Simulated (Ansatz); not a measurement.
# GeH₄Cl radical (built from SMILES [Cl][GeH3].[H]): search for a transition state

Is there a first-order saddle for this halogen abstraction, which should form Cl1–H3 and break Cl1–Ge2, and which two structures does it connect?

Program: Ansatz 0.2.0, Gaussian basis. Level of theory: PBE0-D4, def2-SVP first, then def2-TZVP. These are calculated values, not measurements.

30 further runs of the same task are left out: 30 set aside as unsound or not needed.

### Step 1. Where the work starts

The guess: 6 atoms, charge 0, spin multiplicity 2.

Atoms are counted from 1 here; the program's logs count them from 0.

Bond lengths: Cl1–Ge2 2.551 Å, Ge2–H4 1.528 Å, Ge2–H5 1.539 Å, Ge2–H6 1.529 Å. Angles: Cl1–Ge2–H4 98.6°, Cl1–Ge2–H5 140.2°, Cl1–Ge2–H6 101.9°, H4–Ge2–H5 104.1°, H4–Ge2–H6 103.3°, H5–Ge2–H6 104.1°.

Geometry (Å):

```xyz
6
ClGeH4
Cl   -1.0982   -1.3274    0.0240
Ge    0.3627    0.7612    0.1376
H    -1.9114   -2.7562   -0.1672
H     0.6545    0.9165   -1.3545
H     0.3209    2.2060    0.6649
H     1.6715    0.2000    0.6951
```

Distances that are to change: Cl1–H3 1.66 Å, Cl1–Ge2 2.55 Å.

### Step 2. Relaxing the guess with the reacting distances held

Contents of hold/in.yaml:

```yaml
crystal:
  periodic: [false, false, false]
  atoms:
    - {symbol: Cl, position_ang: [-1.098200, -1.327400, 0.024000]}
    - {symbol: Ge, position_ang: [0.362700, 0.761200, 0.137600]}
    - {symbol: H, position_ang: [-1.911400, -2.756200, -0.167200]}
    - {symbol: H, position_ang: [0.654500, 0.916500, -1.354500]}
    - {symbol: H, position_ang: [0.320900, 2.206000, 0.664900]}
    - {symbol: H, position_ang: [1.671500, 0.200000, 0.695100]}
basis:
  gaussian: {orbitals: def2-SVP}
magnetization: {spin_polarized: true, initial_magnetization: 1}
hamiltonian: {xc: pbe0, dispersion: d4}
relax: {f_tol: 0.08, max_steps: 120, escape_saddle: false, constraints: [{distance: [0, 2]}, {distance: [0, 1]}]}
```

The command line of these runs was not kept.

The runs that follow: Saddle search in the small basis; Saddle search in triple zeta; Vibrations at the point found; Relaxing after a step of 0.30 Å one way along the mode; Relaxing after a step of 0.30 Å the other way along the mode.

Q: Predict the outcome of this session. Wanted: imaginary mode; barrier from the start side; barrier from the end side; energy of the step; pairs that change; zero-point energy at the saddle.

As calculated:

| quantity | value |
| --- | --- |
| imaginary mode | 664i cm⁻¹ |
| barrier from the start side | 9.5 kcal/mol |
| barrier from the end side | 15.5 kcal/mol |
| energy of the step | -6.1 kcal/mol |
| pairs that change | Cl1–H3 formed, Cl1–Ge2 broken |
| zero-point energy at the saddle | 0.677 eV |

What this shows: The point has a single imaginary mode (664i cm⁻¹), as a transition state must. The two relaxations end on the structures that were planned. At PBE0-D4/def2-TZVP the electronic barrier is 9.5 kcal/mol, about 16 kT at 298 K, and the step runs 6.1 kcal/mol downhill. A step off the saddle overshot and began above it in energy, so the link to its end is likely but not proven. The ends are the nearest minima, not always the lowest complexes.
